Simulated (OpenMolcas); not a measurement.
# Ag⁵⁺ among point charges: CASSCF and CASPT2 levels and susceptibility

Aim: the splitting of the states of Ag⁵⁺ in the field of 4 point charges, its lowest levels with spin-orbit coupling and its magnetic susceptibility.

Program: OpenMolcas 26.06. Level of theory: state-averaged CASSCF and CASPT2, spin-orbit coupling by RASSI with atomic mean-field integrals. These are calculated values, not measurements, unless marked.

## (1) Starting point

| Property | Result |
| --- | --- |
| Species | Ag⁵⁺ (silver, Z = 47, 42 electrons) |
| Basis | ANO-RCC-VTZP [7s6p4d2f1g], 68 functions |
| Scalar Hamiltonian | DKH2, point nucleus |
| Inactive shells | 1s 2s 2p 3s 3p 3d 4s 4p |
| Active space | 6 electrons in 5 orbitals (4d) |
| Some configurations of this space | 4d6 |
| Orbitals | optimised for each spin and parity, averaged over all roots |

Outer shells as boxes (Hund's rule):

4d6
```
4d [↑↓][↑ ][↑ ][↑ ][↑ ]
```

The ion sits among 4 point charges of -2 e arranged as a square (D4h), 2.11 Å from the ion.

The work runs as a chain of OpenMolcas steps in one folder; each step below is one input file. Labels, J, g values, rates, χT and fits are worked out afterwards by a script from the matrices that RASSI stores. The input lists half of the charges; inversion (Group=XYZ) makes the rest.

## (2) GATEWAY and SEWARD: basis and integrals

File a.inp:

```
&GATEWAY
Coord
1

Ag 0.0 0.0 0.0
Basis=ANO-RCC-VTZP
Group=XYZ
NoMove
AngMom=0.0 0.0 0.0
AMFI
XField
2 Angstrom 0
2.110000 0.000000 0.000000 -2.000000
0.000000 2.110000 0.000000 -2.000000
&SEWARD
```

Started as:

```bash
$ OMP_NUM_THREADS=1 MOLCAS_MEM=1689 MOLCAS_PROJECT=a pymolcas a.inp > a.log
```

## (3) Reference wave functions, quintets of even parity, 5 roots

File a.inp:

```
&RASSCF
FileOrb=start.orb
Symmetry=1
Spin=5
nActEl=6 0 0
Inactive=9 9
Ras2=5 0
CIRoot=5 5 1
SDav=5
CIMx=300
Iter=120 100
PrWF=0.3
OrbListing=Nothing
MaxOrb=0
>>> COPY $Project.JobIph JOB001
```

start.orb holds the contracted functions of the basis, ordered by shell, or the orbitals of the step before.

## (4) Reference wave functions, triplets of even parity, 45 roots

File a.inp:

```
&RASSCF
FileOrb=start.orb
Symmetry=1
Spin=3
nActEl=6 0 0
Inactive=9 9
Ras2=5 0
CIRoot=45 45 1
SDav=45
CIMx=300
Iter=120 100
PrWF=0.3
OrbListing=Nothing
MaxOrb=0
>>> COPY $Project.JobIph JOB002
```

## (5) CASSCF: singlets of even parity, 50 roots

File a.inp:

```
&RASSCF
FileOrb=start.orb
Symmetry=1
Spin=1
nActEl=6 0 0
Inactive=9 9
Ras2=5 0
CIRoot=50 50 1
SDav=50
CIMx=300
Iter=120 100
PrWF=0.3
OrbListing=Nothing
MaxOrb=0
>>> COPY $Project.JobIph JOB003
```

## (6) State interaction with spin-orbit coupling

File a.inp:

```
&RASSI
NrOfJobIphs=3 5 45 50
1 2 3 4 5
1 2 3 4 5 6 7 8 9 10 11 12 13 14 15 16 17 18 19 20 21 22 23 24 25 26 27
28 29 30 31 32 33 34 35 36 37 38 39 40 41 42 43 44 45
1 2 3 4 5 6 7 8 9 10 11 12 13 14 15 16 17 18 19 20 21 22 23 24 25 26 27
28 29 30 31 32 33 34 35 36 37 38 39 40 41 42 43 44 45 46 47 48 49 50
IphNames
JOB001
JOB002
JOB003
EJob
SpinOrbit
DIPRint=1.0
SOCoupling=1000.0
Subsets=2
Property=9
'ANGMOM' 1 'ANGMOM' 2 'ANGMOM' 3 'MLTPL  1' 1 'MLTPL  1' 2 'MLTPL  1' 3
'AMFI' 1 'AMFI' 2 'AMFI' 3
SOProperty=3
'ANGMOM' 1 'ANGMOM' 2 'ANGMOM' 3
```

## (7) CASPT2: IPEA 0.25, imaginary shift 0.1 (closed shells correlated: 4s 4p)

File a.inp:

```
>>> COPY JOB001 $Project.JobIph
&CASPT2
Multistate=5 1 2 3 4 5
NoMult
Frozen=8 6
IPEA=0.25
Imaginary=0.1
MaxIter=60
WThr=0.0 0.3 0.05
PrWF=0.5
NoMix
>>> COPY JOB002 $Project.JobIph
&CASPT2
Multistate=45 1 2 3 4 5 6 7 8 9 10 11 12 13 14 15 16 17 18 19 20 21 22
23 24 25 26 27 28 29 30 31 32 33 34 35 36 37 38 39 40 41 42 43 44 45
NoMult
Frozen=8 6
IPEA=0.25
Imaginary=0.1
MaxIter=60
WThr=0.0 0.3 0.05
PrWF=0.5
NoMix
>>> COPY JOB003 $Project.JobIph
&CASPT2
Multistate=50 1 2 3 4 5 6 7 8 9 10 11 12 13 14 15 16 17 18 19 20 21 22
23 24 25 26 27 28 29 30 31 32 33 34 35 36 37 38 39 40 41 42 43 44 45 46
47 48 49 50
NoMult
Frozen=8 6
IPEA=0.25
Imaginary=0.1
MaxIter=60
WThr=0.0 0.3 0.05
PrWF=0.5
NoMix
```

(Steps that only read results are left out.)

Q: Predict the outcome of this session. Wanted: spin-free ground state; first state of the same spin within the active space; lowest level; next level.

As calculated:

```
                                            quantity                                                                        value
                                              method  SS-CASPT2, IPEA 0.25, imaginary shift 0.1 (closed shells correlated: 4s 4p)
                              spin-free ground state                                              5A1, 1-fold in its orbital part
first state of the same spin within the active space                                                              5E at 1910 cm⁻¹
                                        lowest level                                                                    1-fold A1
                                          next level                                                                   154.1 cm⁻¹
                                         χT at 300 K                                                               4.72 cm³ K/mol
                           effective moment at 300 K                                                                      6.14 μB
```

Cost by method:

```
                                              method  time of its own steps  time with the reference
                                           A. CASSCF                   25 s                     25 s
B. SS-CASPT2, IPEA 0.25, imaginary shift 0.1, +4s 4p                   11 s                     36 s
```

Times are of one thread on a shared host.

**Reading.** The spin-free ground state (5A1) comes to 100 % from free-ion D terms and keeps the highest spin of the shell. χT at 300 K is 4.72, against 3.01 cm³ K/mol for the spin alone, so orbital moment adds to it. An active space of the d shell alone favours high spin; real ions in strong fields can be low spin. The field of point charges can differ much from that of real complexes. With metal d orbitals alone active, the gaps between spin states are rough; where two lie within a few thousand cm-1, their order is open. This is an electrostatic model: the charges have no orbitals.
